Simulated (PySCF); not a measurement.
# NiO: from the state search to spectroscopic constants

One job finds the state of NiO, follows it along the bond with each method and fits the curves.

Method: Ni def2-TZVPP, O def2-TZVPP, no relativity; program: PySCF 2.14.0.

## 1. Set-up

A driver script around PySCF takes these settings:

| Quantity | Value |
| --- | --- |
| atoms | Ni, O |
| charge | 0 |
| basis | Ni def2-TZVPP, O def2-TZVPP |
| Hamiltonian | no relativity |
| basis functions | 95 |
| electrons treated | 36 |
| masses in u | 57.9353, 15.9949 |
| levels | PBE0, PBE, r²SCAN, r²SCANh, B3LYP, M06-2X, MN15, HSE06, HF, MP2, SCS-MP2 |
| grid | 80 radial by 434 angular points |
| occupations | held fixed by the projection of orbital angular momentum |
| dissociation limit | Ni + O, each in its ground configuration |
| starting distance in angstrom | 1.655 |
| values of 2S to try | 0, 2, 4, 6 |

Launch:

```bash
$ OMP_NUM_THREADS=1 python dia.py task.json out
```

The runs that follow: First curve: PBE0; Higher solutions at PBE0; PBE; r²SCAN (meta-GGA); r²SCANh (hybrid meta-GGA); B3LYP; M06-2X (hybrid meta-GGA); MN15 (hybrid meta-GGA); HSE06 (range-separated hybrid); UHF (mean field).

Q: Predict the outcome of this session. Wanted: for each run, Re; ωe; De; μ.

**Answer**, as computed:

Lowest PBE0 solution found, without spin–orbit coupling: ³Σ⁻ (triplet), unpaired electrons π ↑↑. State 2 has its PBE0 minimum 0.33 eV higher. State 4 has its PBE0 minimum 0.49 eV higher, as a spin-mixed determinant (⟨S²⟩ = 1.03), so this is no gap between pure states. The other levels ran on the lowest alone.

| level | Re (Å) | ωe (cm⁻¹) | De (eV) | μ (D) |
| --- | --- | --- | --- | --- |
| UHF | 1.664 | 834 | -1.57 | -8.28 |
| UHF-MP2 | 1.568 | 922 | 3.62 | n/a |
| UHF-SCS-MP2 | 1.595 | 877 | 2.98 | n/a |
| PBE | 1.630 | 841 | 5.74 | -3.84 |
| r²SCAN | 1.614 | 879 | 4.59 | -4.28 |
| r²SCANh | 1.610 | 892 | 3.94 | -4.64 |
| B3LYP | 1.625 | 864 | 4.03 | -4.58 |
| PBE0 | 1.613 | 890 | 3.83 | -4.85 |
| HSE06 | 1.613 | 890 | 3.80 | -4.81 |
| MN15 | 1.613 | 895 | 5.16 | -4.57 |
| M06-2X | 1.635 | 866 | 2.79 | -5.48 |

De is counted to Ni + O in their ground configurations. A positive dipole means Ni(−)O(+).

**Reading.** Bond lengths run from 1.568 Å (UHF-MP2) to 1.664 Å (UHF). Of the levels with a De here, UHF gives the least (-1.57 eV) and PBE the most (5.74 eV).

Correlated steps freeze 6 core orbitals. A negative De means that the minimum lies above the separated atoms at that level. The state is the lowest single determinant that the PBE0 search found; with open d or f shells the true ground state can be another one.
